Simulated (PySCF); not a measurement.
# Hf(OH)4: other functionals and bases at one geometry

Aim: see how levels, charges and forces of Hf(OH)4 depend on the level of theory. The species was built from a template and needn't be a known compound.

The runs use PySCF 2.14.0; several levels, as the steps say, no spin–orbit coupling.

1 further run of the same task is left out (for a known fault of the program).

**1. The system as given**

9 atoms, charge 0, spin multiplicity 1.

Bond lengths: Hf1–O2 1.932 Å, Hf1–O4 1.932 Å, Hf1–O6 1.932 Å, Hf1–O8 1.932 Å, O2–H3 0.953 Å, O4–H5 0.953 Å, O6–H7 0.953 Å, O8–H9 0.953 Å. Angles: O2–Hf1–O4 109.4°, O2–Hf1–O6 109.5°, O2–Hf1–O8 109.5°, O4–Hf1–O6 109.5°, O4–Hf1–O8 109.5°, O6–Hf1–O8 109.4°, Hf1–O2–H3 174.9°, Hf1–O4–H5 174.9°, Hf1–O6–H7 174.9°, Hf1–O8–H9 174.9°.

As a file:

```tsv
atom	x (Å)	y (Å)	z (Å)
Hf1	0.0000	0.0000	0.0000
O2	1.2491	0.9620	1.1172
H3	1.8100	1.5012	1.6678
O4	-1.2491	-0.9620	1.1172
H5	-1.8100	-1.5012	1.6678
O6	0.9620	-1.2491	-1.1172
H7	1.5012	-1.8100	-1.6678
O8	-0.9620	1.2491	-1.1172
H9	-1.5012	1.8100	-1.6678
```

Formal oxidation states: Hf +4. An earlier session relaxed this geometry at PBE0, Hf def2-SVP with ECP60, O def2-SVP, H def2-SVP (singlet, point group D2).

At PBE0 on the finer grid: E = -351.011447 Eh, HOMO -8.21 eV, LUMO 0.36 eV, Mulliken charge on Hf1 +1.17 e, largest force component 0.016 eV/Å. 

Levels to run: TPSSh; M06-L; PBE0, TZVP. Hardware: 2 threads of Arm Neoverse V1, shared host.

**2. TPSSh**

Contents of run.py (the lines that set the calculation):

```python
mol = gto.M(atom='''
Hf     0.00000     0.00000     0.00000
O      1.24914     0.96203     1.11722
H      1.80998     1.50125     1.66780
O     -1.24914    -0.96203     1.11722
H     -1.80998    -1.50125     1.66780
O      0.96203    -1.24914    -1.11722
H      1.50125    -1.80998    -1.66780
O     -0.96203     1.24914    -1.11722
H     -1.50125     1.80998    -1.66780''',
    basis={'Hf': 'def2-SVP', 'O': 'def2-SVP', 'H': 'def2-SVP'},
    ecp={'Hf': 'def2-SVP'},
    charge=0, spin=0)
mf = dft.RKS(mol, xc='TPSSH')
mf.grids.atom_grid = (75, 302)
mf = mf.density_fit()  # fitting sets: Hf def2-universal-JKFIT, O def2-universal-JKFIT, H def2-universal-JKFIT
mf.conv_tol = 1e-08; mf.max_cycle = 55
mf.kernel(dm0)  # dm0: the density of the relaxed state
```

Started as:

```
$ OMP_NUM_THREADS=2 python run.py
```

Log:

```text
init E= -351.330822837529
  HOMO = -0.266539668046595  LUMO = 0.00458155411015326  gap/eV = 7.37758
cycle= 1 E= -351.331559763409  delta_E= -0.000737  |g|= 0.0183  |ddm|= 0.0806
  HOMO = -0.266523380299418  LUMO = 0.0048778651804362  gap/eV = 7.38520
cycle= 2 E= -351.331470543009  delta_E= 8.92e-05  |g|= 0.0261  |ddm|= 0.0471
  HOMO = -0.26617987017071  LUMO = 0.00447210055695635  gap/eV = 7.36482
cycle= 3 E= -351.331639575757  delta_E= -0.000169  |g|= 0.00606  |ddm|= 0.0256
  HOMO = -0.266799864095132  LUMO = 0.00432435786846952  gap/eV = 7.37767
cycle= 4 E= -351.331646206457  delta_E= -6.63e-06  |g|= 0.000587  |ddm|= 0.00413
  HOMO = -0.266745681527095  LUMO = 0.00434980172570221  gap/eV = 7.37688
cycle= 5 E= -351.33164629108  delta_E= -8.46e-08  |g|= 9.53e-05  |ddm|= 0.000548
  HOMO = -0.266745931402997  LUMO = 0.00435117791141693  gap/eV = 7.37693
cycle= 6 E= -351.331646293085  delta_E= -2e-09  |g|= 6.55e-06  |ddm|= 9.74e-05
  HOMO = -0.266747873575121  LUMO = 0.00435049292076783  gap/eV = 7.37696
Extra cycle  E= -351.331646293081  delta_E= 3.98e-12  |g|= 8.5e-06  |ddm|= 1.05e-05
converged SCF energy = -351.331646293081
```

Run time: 9.6 s. Hardware: 2 threads of Arm Neoverse V1, shared host.

Result: E = -351.331646 Eh, HOMO -7.26 eV, LUMO 0.12 eV, Mulliken charge on Hf1 +1.13 e, largest force component 0.168 eV/Å. 

**3. M06-L**

run.py (the lines that set the calculation): that of step 2 with these lines changed.

```diff
@@ -13,3 +13,3 @@
     charge=0, spin=0)
-mf = dft.RKS(mol, xc='TPSSH')
+mf = dft.RKS(mol, xc='M06L')
 mf.grids.atom_grid = (75, 302)
```

Started as:

```
$ OMP_NUM_THREADS=2 python run.py
```

Log:

```text
init E= -351.331957963956
  HOMO = -0.25397247213406  LUMO = 0.025539844612805  gap/eV = 7.60592
cycle= 1 E= -351.336773122959  delta_E= -0.00482  |g|= 0.0342  |ddm|= 0.223
  HOMO = -0.244768751361266  LUMO = 0.0239279351268349  gap/eV = 7.31161
cycle= 2 E= -351.336201568883  delta_E= 0.000572  |g|= 0.0643  |ddm|= 0.0667
  HOMO = -0.249050913084882  LUMO = 0.0238588978633096  gap/eV = 7.42625
cycle= 3 E= -351.337012816539  delta_E= -0.000811  |g|= 0.00416  |ddm|= 0.0422
  HOMO = -0.24936384442777  LUMO = 0.0239149150087088  gap/eV = 7.43629
cycle= 4 E= -351.337016696425  delta_E= -3.88e-06  |g|= 0.00194  |ddm|= 0.00751
  HOMO = -0.249244607246563  LUMO = 0.0240026588142166  gap/eV = 7.43544
cycle= 5 E= -351.337017799087  delta_E= -1.1e-06  |g|= 0.000114  |ddm|= 0.00206
  HOMO = -0.249241845467634  LUMO = 0.0240053428287424  gap/eV = 7.43543
cycle= 6 E= -351.337017801717  delta_E= -2.63e-09  |g|= 1.98e-05  |ddm|= 0.000142
  HOMO = -0.249239657275397  LUMO = 0.0240035256496708  gap/eV = 7.43533
Extra cycle  E= -351.337017801488  delta_E= 2.29e-10  |g|= 3.82e-05  |ddm|= 4.66e-05
converged SCF energy = -351.337017801488
```

Run time: 9.8 s. Hardware: 2 threads of Arm Neoverse V1, shared host.

It gives: E = -351.337018 Eh, HOMO -6.78 eV, LUMO 0.65 eV, Mulliken charge on Hf1 +1.36 e, largest force component 0.201 eV/Å. 

**4. PBE0, TZVP**

Basis: Hf def2-TZVP with ECP60, O def2-TZVP, H def2-TZVP. 

run.py (the lines that set the calculation): that of step 3 with these lines changed.

```diff
@@ -10,6 +10,6 @@
 H     -1.50125     1.80998    -1.66780''',
-    basis={'Hf': 'def2-SVP', 'O': 'def2-SVP', 'H': 'def2-SVP'},
-    ecp={'Hf': 'def2-SVP'},
+    basis={'Hf': 'def2-TZVP', 'O': 'def2-TZVP', 'H': 'def2-TZVP'},
+    ecp={'Hf': 'def2-TZVP'},
     charge=0, spin=0)
-mf = dft.RKS(mol, xc='M06L')
+mf = dft.RKS(mol, xc='PBE0')
 mf.grids.atom_grid = (75, 302)
@@ -17,2 +17,2 @@
 mf.conv_tol = 1e-08; mf.max_cycle = 55
-mf.kernel(dm0)  # dm0: the density of the relaxed state
+mf.kernel(dm0)  # dm0: free metal ions and neutral atoms
```

Started as:

```
$ OMP_NUM_THREADS=2 python run.py
```

Log:

```text
init E= -359.62694066443
  HOMO = -0.314792484484798  LUMO = -0.0447667247790511  gap/eV = 7.34778
cycle= 1 E= -351.17954508602  delta_E= 8.45  |g|= 1.24  |ddm|= 2.23
  HOMO = -0.356936768831364  LUMO = 0.00811753776869395  gap/eV = 9.93363
cycle= 2 E= -351.061924195919  delta_E= 0.118  |g|= 1.32  |ddm|= 1.12
  HOMO = -0.279766378120836  LUMO = 0.010572600021387  gap/eV = 7.90053
cycle= 3 E= -351.374687746317  delta_E= -0.313  |g|= 0.319  |ddm|= 0.749
  HOMO = -0.316490500762984  LUMO = 0.00171484284822299  gap/eV = 8.65881
cycle= 4 E= -351.390911975399  delta_E= -0.0162  |g|= 0.073  |ddm|= 0.177
  HOMO = -0.309492824128078  LUMO = 0.00475538337712322  gap/eV = 8.55113
cycle= 5 E= -351.392123260815  delta_E= -0.00121  |g|= 0.00987  |ddm|= 0.0595
  HOMO = -0.309744839854644  LUMO = 0.00457662740436149  gap/eV = 8.55312
cycle= 6 E= -351.39214655308  delta_E= -2.33e-05  |g|= 0.000865  |ddm|= 0.00935
  HOMO = -0.309623742380329  LUMO = 0.0046380103361976  gap/eV = 8.55150
cycle= 7 E= -351.39214670802  delta_E= -1.55e-07  |g|= 0.000165  |ddm|= 0.00082
  HOMO = -0.309630994299402  LUMO = 0.0046349515075832  gap/eV = 8.55161
cycle= 8 E= -351.392146714368  delta_E= -6.35e-09  |g|= 1.68e-05  |ddm|= 0.000125
  HOMO = -0.309628694093498  LUMO = 0.00463509586677091  gap/eV = 8.55155
Extra cycle  E= -351.392146714284  delta_E= 8.42e-11  |g|= 2.7e-05  |ddm|= 2.1e-05
converged SCF energy = -351.392146714284
```

It took 17 s on 2 threads of Arm Neoverse V1, shared host.

It gives: E = -351.392147 Eh, HOMO -8.43 eV, LUMO 0.13 eV, Mulliken charge on Hf1 +1.61 e, largest force component 0.127 eV/Å. 

**5. Results**

| level | state | HOMO (eV) | gap (eV) | charge on Hf1 (e) | dipole (D) | largest force (eV/Å) | basis functions | time |
| --- | --- | --- | --- | --- | --- | --- | --- | --- |
| PBE0 (relaxed here) | singlet | -8.21 | 8.58 | 1.17 | 0.00 | 0.02 | 108 | 17 s |
| TPSSh | singlet | -7.26 | 7.38 | 1.13 | 0.00 | 0.17 | 108 | 9.6 s |
| M06-L | singlet | -6.78 | 7.44 | 1.36 | 0.00 | 0.20 | 108 | 9.8 s |
| PBE0, TZVP | singlet | -8.43 | 8.55 | 1.61 | 0.00 | 0.13 | 188 | 17 s |

Times are on 2 threads of Arm Neoverse V1, shared host; the first row also made further properties.

In one basis the HOMO–LUMO gap runs from 7.38 eV (TPSSh) to 8.58 eV (PBE0). The largest leftover force, 0.20 eV/Å with M06-L, stands at a geometry relaxed at another level. The Mulliken charge on Hf spans +1.13 to +1.61 e over the levels. Total energies of different levels can't be compared. Spin–orbit coupling is left out throughout.
